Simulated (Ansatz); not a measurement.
# CaO (Lime): Wannier functions and tight-binding models

Where do the localised orbitals of CaO (Lime) sit, how far are they spread, and how do the settings change that? Plan: PBE, anion s p, 6×6×6; PBE, anion s p, 4×4×4; PBE, anion s p, 8×8×8; PBE, anion p, 6×6×6; PBE, cation s and anion p, disentangled, 6×6×6; r2SCAN, anion s p, 6×6×6; r2SCAN, anion p, 6×6×6; r2SCAN, cation s and anion p, disentangled, 6×6×6; HSE06, anion s p, 6×6×6; HSE06, anion p, 6×6×6 (level, trial orbitals, Wannier mesh).

Computed with Ansatz 0.2.0 (plane waves, PAW, unless a step's input says otherwise).

2 further runs of the same task are left out: 2 that didn't finish.

## 1. The structure to begin with

The structure is cubic, space group Fm-3m (No. 225). The conventional cell has a = 4.795 Å, b = 4.795 Å, c = 4.795 Å, α = 90.00°, β = 90.00°, γ = 90.00°. Around Ca (site symmetry m-3m) lie 6 O at 2.40 Å. O (site symmetry m-3m) is surrounded by 6 Ca at 2.40 Å.

Coordinates:

```cif
data_structure
_symmetry_space_group_name_H-M 'P 1'
_symmetry_Int_Tables_number 1
_cell_length_a 3.3906
_cell_length_b 3.3906
_cell_length_c 3.3906
_cell_angle_alpha 60.000
_cell_angle_beta 60.000
_cell_angle_gamma 60.000
_cell_volume 27.56
loop_
_atom_site_label
_atom_site_type_symbol
_atom_site_fract_x
_atom_site_fract_y
_atom_site_fract_z
_atom_site_occupancy
Ca1 Ca 0.00000 0.00000 0.00000 1
O1 O 0.50000 0.50000 0.50000 1
```

Cell and atoms come from an earlier r2SCAN relaxation.

## 2. PBE, anion s p, 6×6×6

The input, input.yaml:

```yaml
crystal:
  lattice:
    - [0.0, 2.3975473901, 2.3975473901]
    - [2.3975473901, 0.0, 2.3975473901]
    - [2.3975473901, 2.3975473901, 0.0]
  atoms:
    - { symbol: Ca, position: [0.0, 0.0, 0.0] }
    - { symbol: O, position: [0.5, 0.5, 0.5] }
kpoints:
  mp_grid: { grid: [8, 8, 8] }
  band_path:
    path:
      - [[0.0, 0.0, 0.0], [0.5, 1.647063720942e-34, 0.5], [0.625, 0.25, 0.625]]
      - [[0.375, 0.375, 0.75], [0.0, 0.0, 0.0], [0.5, 0.5, 0.5], [0.5, 0.25, 0.75], [0.5, 1.647063720942e-34, 0.5]]
    npoints: 10
hamiltonian:
  xc: pbe
scf:
  occupations: { method: fixed }
  n_extra_bands: 6
output:
  forces: false
  stress: false
  eigenvalues: true
  wannier:
    kmesh: [6, 6, 6]
    projections: [{ species: O, l: s, shell: 2 }, { species: O, l: p, shell: 2 }]
    minimise: true
    write_hr: true
    conv_tol: 1.0e-08
    max_iter: 3000
  write_density: true
  write_potential: true
  elf: true
  volumetric_format: npy
```

Started as:

```bash
ansatz run input.yaml --threads 4 --pin off --max-ram 3686MiB --backend cpu --events-out ev --progress --plain --runs-dir out
```

After this run come: PBE, anion s p, 4×4×4; PBE, anion s p, 8×8×8; PBE, anion p, 6×6×6; PBE, cation s and anion p, disentangled, 6×6×6; r2SCAN, anion s p, 6×6×6; r2SCAN, anion p, 6×6×6; r2SCAN, cation s and anion p, disentangled, 6×6×6; HSE06, anion s p, 6×6×6; HSE06, anion p, 6×6×6.

Before running them: what should the planned runs give, taken together? Wanted: total spread, PBE, anion s p, 6×6×6; total spread, PBE, anion s p, 4×4×4; total spread, PBE, anion s p, 8×8×8; total spread, PBE, anion p, 6×6×6; total spread, PBE, cation s and anion p, disentangled, 6×6×6; total spread, r2SCAN, anion s p, 6×6×6; total spread, r2SCAN, anion p, 6×6×6; total spread, r2SCAN, cation s and anion p, disentangled, 6×6×6; total spread, HSE06, anion s p, 6×6×6.

**Answer**, as computed:

| quantity | value |
| --- | --- |
| total spread, PBE, anion s p, 6×6×6 | 4.19 Å² over 4 functions |
| total spread, PBE, anion s p, 4×4×4 | 3.96 Å² over 4 functions |
| total spread, PBE, anion s p, 8×8×8 | 4.28 Å² over 4 functions |
| total spread, PBE, anion p, 6×6×6 | 3.50 Å² over 3 functions |
| total spread, PBE, cation s and anion p, disentangled, 6×6×6 | 6.78 Å² over 4 functions |
| total spread, r2SCAN, anion s p, 6×6×6 | 4.22 Å² over 4 functions |
| total spread, r2SCAN, anion p, 6×6×6 | 3.38 Å² over 3 functions |
| total spread, r2SCAN, cation s and anion p, disentangled, 6×6×6 | 6.68 Å² over 4 functions |
| total spread, HSE06, anion s p, 6×6×6 | 4.19 Å² over 4 functions |
| total spread, HSE06, anion p, 6×6×6 | 3.31 Å² over 3 functions |
| centres of the first set | 0.35 Å from the nearest atom |

In words: With PBE, anion s p, 6×6×6 the 4 functions move off the atoms, with a mean spread of 1.05 Å²; 88 % of the total is gauge invariant. The total spread goes from 3.96 Å² on 4×4×4 to 4.28 Å² on 8×8×8: finite differences in k understate it on coarse meshes, while the largest miss of a band goes from 0.06 to 0.00 eV. On one set and mesh the functional gives 4.19 (PBE), 4.22 (r2SCAN), 4.19 (HSE06) Å². The disentangled models miss some band by up to 0.9 eV, which may lie outside their frozen windows.
